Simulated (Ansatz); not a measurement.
# BBrH₂S₂: one species, many methods

Aim: compute BBrH₂S₂ with functionals from several rungs and with coupled cluster, and see how far each lands from CCSD(T) at the basis-set limit for the atomisation energy.

Computed with Ansatz 0.2.0, Gaussian basis. Level: functionals in def2-TZVPP, the program's frozen cores in correlated methods.

Levels to be run: LDA (SPW92), PBE-D4, revPBE-D4, BLYP-D4, r2SCAN-D4, B97M-V, PBE0-D4, B3LYP-D4, r2SCANh-D4, r2SCAN0-D4, HSE06-D4, BHLYP-D4, CAM-B3LYP-D4, LC-ωPBE, ωB97X-V, ωB97M-V, B2PLYP, PBE-QIDH; CCSD(T)/def2-SVP; CCSD(T)/def2-TZVPP; MP2/def2-QZVPP; extrapolation to the limit; RPA on PBE.

### 1 The geometry

An earlier PBE0-D4 in a triple-zeta def2 set relaxation fixed the geometry.

SMILES `SB(S)Br`, 6 atoms, charge 0, spin multiplicity 1.

Atoms are counted from 1 here; the program's logs count them from 0.

Bond lengths: S1–B2 1.792 Å, S1–H5 1.343 Å, B2–S3 1.791 Å, B2–Br4 1.920 Å, S3–H6 1.345 Å. Angles: B2–S1–H5 97.0°, S1–B2–S3 121.6°, S1–B2–Br4 122.1°, S3–B2–Br4 116.3°, B2–S3–H6 97.1°.

### 2 LDA

This LDA is Slater exchange with PW92 correlation.

File in.yaml:

```yaml
crystal:
  periodic: [false, false, false]
  atoms:
    - {symbol: S, position_ang: [-0.202867, 1.384697, -0.465990]}
    - {symbol: B, position_ang: [-0.107810, -0.343739, -0.003851]}
    - {symbol: S, position_ang: [1.234476, -0.975638, 0.999028]}
    - {symbol: Br, position_ang: [-1.432852, -1.619515, -0.552856]}
    - {symbol: H, position_ang: [-1.341151, 1.302338, -1.173100]}
    - {symbol: H, position_ang: [1.892302, 0.187957, 1.150568]}
basis:
  gaussian: {orbitals: def2-TZVPP}
hamiltonian: {xc: lda}
output: {orbitals: {seedname: orbitals}}
```

Further steps of the session: PBE-D4 (GGA); revPBE-D4 (GGA); BLYP-D4 (GGA); r2SCAN-D4 (meta-GGA); B97M-V (meta-GGA); PBE0-D4 (hybrid); B3LYP-D4 (hybrid); r2SCANh-D4 (hybrid); r2SCAN0-D4 (hybrid); HSE06-D4 (hybrid); BHLYP-D4 (hybrid); CAM-B3LYP-D4 (range-separated); LC-ωPBE-D4 (range-separated); ωB97X-V (range-separated); ωB97M-V (range-separated); B2PLYP (double hybrid); PBE-QIDH (double hybrid); CCSD(T) in def2-SVP; CCSD(T) in def2-TZVPP; MP2 in def2-QZVPP; RPA on PBE orbitals.

Q: Predict the results of all the runs planned. Wanted: atomisation energy, CCSD(T)/CBS; farthest beyond LDA; mean size of error, GGA; mean size of error, meta-GGA; mean size of error, hybrid; mean size of error, range-separated; mean size of error, double hybrid; gap, smallest and largest; T1 diagnostic.

**Answer**, as computed:

| quantity | value |
| --- | --- |
| atomisation energy, CCSD(T)/CBS | 1920.0 kJ/mol |
| functionals within 19.2 kJ/mol (1.0 %) | revPBE-D4, BLYP-D4, B3LYP-D4, r2SCAN0-D4, CAM-B3LYP-D4, ωB97X-V, ωB97M-V, PBE-QIDH |
| farthest beyond LDA | BHLYP-D4 (-68.6 kJ/mol) |
| mean size of error, GGA | 29.9 kJ/mol |
| mean size of error, meta-GGA | 38.3 kJ/mol |
| mean size of error, hybrid | 26.1 kJ/mol |
| mean size of error, range-separated | 19.7 kJ/mol |
| mean size of error, double hybrid | 20.6 kJ/mol |
| gap, smallest and largest | 4.54 eV (LDA (SPW92)), 11.49 eV (LC-ωPBE) |
| T1 diagnostic | 0.0114 |
| triples share of the correlation energy | 4.3 % |

What this shows: The LDA atomisation energy is off by 326.2 kJ/mol (17 %): it overbinds. PBE-D4 misses by +62.8 kJ/mol. Double hybrids carry the basis error of their MP2 part in triple zeta, and no dispersion term here, so their miss is partly the set-up's. By mean error the best rung here is range-separated (19.7 kJ/mol) and the worst beyond LDA is meta-GGA (38.3 kJ/mol). The gap between the best rungs is small, so their order is not settled. The reference freezes the cores and leaves out relativity and excitations past (T), and its outer-core shells are covered unevenly, so misses under about 19.2 kJ/mol can't be ranked. All levels share the lack of spin-orbit coupling, which lowers the free heavy atoms and so the true binding. Hartree-Fock recovers 71 % of the binding; the rest is correlation. CCSD(T) in def2-SVP is off by -127.6 kJ/mol, which most functionals beat. Orbital gaps span 4.5 to 11.5 eV; exact exchange widens them. Correlated methods include outer-core shells of Br, which these sets cover unevenly.
